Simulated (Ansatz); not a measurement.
**BCl₂H₃Si: a ladder of functionals and wavefunction methods**

An exercise on one series of results from a longer session: the logs are not shown, and one member is left open.

Program: Ansatz 0.2.0, Gaussian basis. Level of theory: functionals in def2-TZVPP, the program's frozen cores in correlated methods. These are calculated values, not measurements.

The runs, in order: LDA (SPW92), PBE-D4, revPBE-D4, BLYP-D4, r2SCAN-D4, B97M-V, PBE0-D4, B3LYP-D4, r2SCANh-D4, r2SCAN0-D4, HSE06-D4, BHLYP-D4, CAM-B3LYP-D4, LC-ωPBE, ωB97X-V, ωB97M-V, B2PLYP, PBE-QIDH; CCSD(T)/def2-SVP; CCSD(T)/def2-TZVPP; MP2/def2-QZVPP; extrapolation to the limit; RPA on PBE.

### Structure used throughout

All runs share one geometry, relaxed beforehand with PBE0-D4 in a triple-zeta def2 set.

SMILES `[SiH3]B(Cl)Cl`, 7 atoms, charge 0, spin multiplicity 1.

Atoms are counted from 1 here; the program's logs count them from 0.

Bond lengths: Si1–B2 2.020 Å, Si1–H5 1.488 Å, Si1–H6 1.488 Å, Si1–H7 1.485 Å, B2–Cl3 1.745 Å, B2–Cl4 1.743 Å. Angles: B2–Si1–H5 108.8°, B2–Si1–H6 108.8°, B2–Si1–H7 111.9°, H5–Si1–H6 108.4°, H5–Si1–H7 109.5°, H6–Si1–H7 109.5°, Si1–B2–Cl3 119.4°, Si1–B2–Cl4 122.1°, Cl3–B2–Cl4 118.4°.

The first run:

Input file in.yaml:

```yaml
crystal:
  periodic: [false, false, false]
  atoms:
    - {symbol: Si, position_ang: [-0.091332, 0.859334, -0.236783]}
    - {symbol: B, position_ang: [0.169968, -1.076215, 0.277153]}
    - {symbol: Cl, position_ang: [-1.225959, -2.095901, 0.516284]}
    - {symbol: Cl, position_ang: [1.752880, -1.772393, 0.492387]}
    - {symbol: H, position_ang: [-0.845949, 0.917348, -1.517993]}
    - {symbol: H, position_ang: [-0.901632, 1.530105, 0.815667]}
    - {symbol: H, position_ang: [1.203423, 1.569722, -0.392516]}
basis:
  gaussian: {orbitals: def2-TZVPP}
hamiltonian: {xc: lda}
output: {orbitals: {seedname: orbitals}}
```

Command:

```sh
$ ansatz run in.yaml --threads 4 --pin off --events-out ev --progress --plain --max-ram 10444MiB
```

Among the steps run: LDA; PBE-D4 (GGA); revPBE-D4 (GGA); BLYP-D4 (GGA); r2SCAN-D4 (meta-GGA); B97M-V (meta-GGA); PBE0-D4 (hybrid); B3LYP-D4 (hybrid); r2SCANh-D4 (hybrid); r2SCAN0-D4 (hybrid); HSE06-D4 (hybrid); BHLYP-D4 (hybrid); CAM-B3LYP-D4 (range-separated); LC-ωPBE (range-separated); ωB97X-V (range-separated); ωB97M-V (range-separated); B2PLYP (double hybrid); PBE-QIDH (double hybrid).

One table of the session follows, with a row left open; its other results are not shown here.

It belongs to the step «Orbital energies across the functionals». 

| functional | HOMO (eV) | LUMO (eV) | gap (eV) |
| --- | --- | --- | --- |
| LDA (SPW92) | -7.22 | -3.31 | 3.91 |
| PBE-D4 | -7.11 | -3.10 | 4.02 |
| revPBE-D4 | -7.07 | -3.01 | 4.06 |
| BLYP-D4 | ? | ? | ? |
| r2SCAN-D4 | -7.41 | -2.89 | 4.52 |
| B97M-V | -7.52 | -2.91 | 4.61 |
| PBE0-D4 | -8.37 | -2.21 | 6.17 |
| B3LYP-D4 | -8.16 | -2.35 | 5.80 |
| r2SCANh-D4 | -7.86 | -2.56 | 5.30 |
| r2SCAN0-D4 | -8.56 | -2.08 | 6.47 |
| HSE06-D4 | -7.97 | -2.59 | 5.39 |
| BHLYP-D4 | -9.54 | -1.11 | 8.42 |
| CAM-B3LYP-D4 | -9.71 | -1.02 | 8.69 |
| LC-ωPBE | -11.05 | 0.05 | 11.10 |
| ωB97X-V | -10.71 | 0.01 | 10.71 |
| ωB97M-V | -10.49 | -0.14 | 10.35 |

Estimate the missing values for BLYP-D4.

Worked estimate for «HOMO (eV)». Against the share of exact exchange, B3LYP-D4 (0.2, -8.16), BHLYP-D4 (0.5, -9.54) give a slope of -4.60 per unit share; at 0 the line stands at -7.24.

As computed: HOMO (eV): -6.98; LUMO (eV): -2.89; gap (eV): 4.09. In «HOMO (eV)» the line misses by -0.26.
